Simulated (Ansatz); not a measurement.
A run of Ansatz 0.2.0 is set up as follows.

Contents of input.yaml:

```yaml
crystal:
  lattice:
    - [3.00789, 0.0, 0.0]
    - [0.0, 3.00789, 0.0]
    - [0.0, 0.0, 3.00789]
  atoms:
    - { symbol: W, position: [0.5, 0.5, 0.5] }
    - { symbol: S, position: [0.0, 0.0, 0.0] }
kpoints:
  mp_grid: { grid: [9, 9, 9] }
scf:
  occupations: { method: fermi_dirac, width: 0.05 }
hamiltonian:
  xc: pbe
  pseudopotentials: { kind: all_electron, datasets: crystal }
output:
  forces: true
  stress: true
  eigenvalues: true
  dos: { projected: false, de: 0.1, e_range: [-20, 10] }
  elf: true
  volumetric_format: npy
```

Potentials or basis: all-electron PAW datasets made for the crystal.

Run with:

```bash
$ ansatz run input.yaml --threads 1 --pin off --max-ram 3072MiB --backend cpu --events-out ev --progress --plain --runs-dir out
```

What does it give for the band gap on the k mesh?

None (metal or under the smearing width).

Estimate the pressure.

0.5 GPa.

States per cell in windows of 0.5 eV (zero at the Fermi level; states under -8 eV left out):
```csv
from (eV),total
-8.0,0.57
-7.5,0.47
-7.0,0.48
-6.5,0.44
-6.0,0.39
-5.5,0.48
-5.0,0.43
-4.5,0.81
-4.0,0.43
-3.5,0.47
-3.0,0.88
-2.5,0.39
-2.0,0.22
-1.5,0.27
-1.0,0.98
-0.5,0.81
0.0,0.56
0.5,0.72
1.0,0.69
1.5,0.55
2.0,0.63
2.5,0.85
3.0,0.85
3.5,0.61
4.0,0.37
4.5,0.42
5.0,0.72
5.5,1.00
6.0,0.18
6.5,0.20
7.0,0.23
7.5,0.33
```

Caveat: the program warned that the printed levels may be off, so bands, gaps and densities of states are rough; the density of states is complete only up to the lowest level of the last band computed. The run has no spin-orbit coupling, so splittings on W are missing.
